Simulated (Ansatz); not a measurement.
# ClH6HfN3: the cost of one run

The runs use Ansatz 0.2.0, Gaussian basis; the settings change from run to run.

## 1. The molecule

An earlier PBE0-D4 in a triple-zeta def2 set relaxation fixed the geometry. Hf takes a core potential in def2 sets; no spin-orbit term is included.

SMILES `[NH2][Hf]([NH2])([NH2])[Cl]`, 11 atoms, charge 0, spin multiplicity 1.

Atoms are counted from 1 here; the program's logs count them from 0.

Bond lengths: N1–Hf2 2.027 Å, N1–H6 1.011 Å, N1–H7 1.010 Å, Hf2–N3 2.027 Å, Hf2–N4 2.027 Å, Hf2–Cl5 2.388 Å, N3–H8 1.011 Å, N3–H9 1.010 Å, N4–H10 1.011 Å, N4–H11 1.010 Å. Angles: Hf2–N1–H6 124.9°, Hf2–N1–H7 126.0°, H6–N1–H7 108.9°, N1–Hf2–N3 106.9°, N1–Hf2–N4 106.9°, N1–Hf2–Cl5 112.0°, N3–Hf2–N4 106.9°, N3–Hf2–Cl5 112.0°, N4–Hf2–Cl5 112.0°, Hf2–N3–H8 124.9°, Hf2–N3–H9 126.0°, H8–N3–H9 108.9°, Hf2–N4–H10 124.9°, Hf2–N4–H11 126.0°, H10–N4–H11 108.9°.

Geometry (Å):

```mol
ClH6HfN3
  3D, bonds by distance, orders not assigned

 11 10  0  0  0  0  0  0  0  0999 V2000
   -1.8357    0.2221   -0.4227 N   0  0
    0.1363    0.4855   -0.0329 Hf  0  0
    0.4765   -0.2728    1.8162 N   0  0
    1.1555   -0.6781   -1.3432 N   0  0
    0.7785    2.7800   -0.1891 Cl  0  0
   -2.5808    0.7954   -0.0498 H   0  0
   -2.2288   -0.4395   -1.0762 H   0  0
    1.3241   -0.1364    2.3509 H   0  0
   -0.1904   -0.7751    2.3839 H   0  0
    1.3150   -0.4511   -2.3158 H   0  0
    1.6499   -1.5300   -1.1213 H   0  0
  1  2  8  0
  2  3  8  0
  2  4  8  0
  2  5  8  0
  1  6  8  0
  1  7  8  0
  3  8  8  0
  3  9  8  0
  4 10  8  0
  4 11  8  0
M  END
```

## 2. r2SCAN/def2-TZVPD

This run has unrestricted orbitals, finite nuclei.

File in.yaml:

```yaml
crystal:
  periodic: [false, false, false]
  atoms:
    - {symbol: N, position_ang: [-1.835732, 0.222117, -0.422701]}
    - {symbol: Hf, position_ang: [0.136256, 0.485499, -0.032866]}
    - {symbol: N, position_ang: [0.476545, -0.272782, 1.816156]}
    - {symbol: N, position_ang: [1.155486, -0.678116, -1.343170]}
    - {symbol: Cl, position_ang: [0.778477, 2.779952, -0.189115]}
    - {symbol: H, position_ang: [-2.580786, 0.795442, -0.049760]}
    - {symbol: H, position_ang: [-2.228818, -0.439495, -1.076246]}
    - {symbol: H, position_ang: [1.324096, -0.136367, 2.350891]}
    - {symbol: H, position_ang: [-0.190397, -0.775095, 2.383861]}
    - {symbol: H, position_ang: [1.315014, -0.451145, -2.315765]}
    - {symbol: H, position_ang: [1.649878, -1.530020, -1.121285]}
basis:
  gaussian: {orbitals: def2-TZVPD, nuclear_model: gaussian}
magnetization: {spin_polarized: true, initial_magnetization: 0}
hamiltonian: {xc: {name: r2SCAN}}
output: {forces: true}
```

Command:

```console
> ansatz run in.yaml --threads 4 --pin off --events-out ev --progress --plain --max-ram 11315MiB
```

What time and memory should one allow on 4 threads of Arm Neoverse V1, shared host?

About 14 s, with a peak of 0.55 GiB.
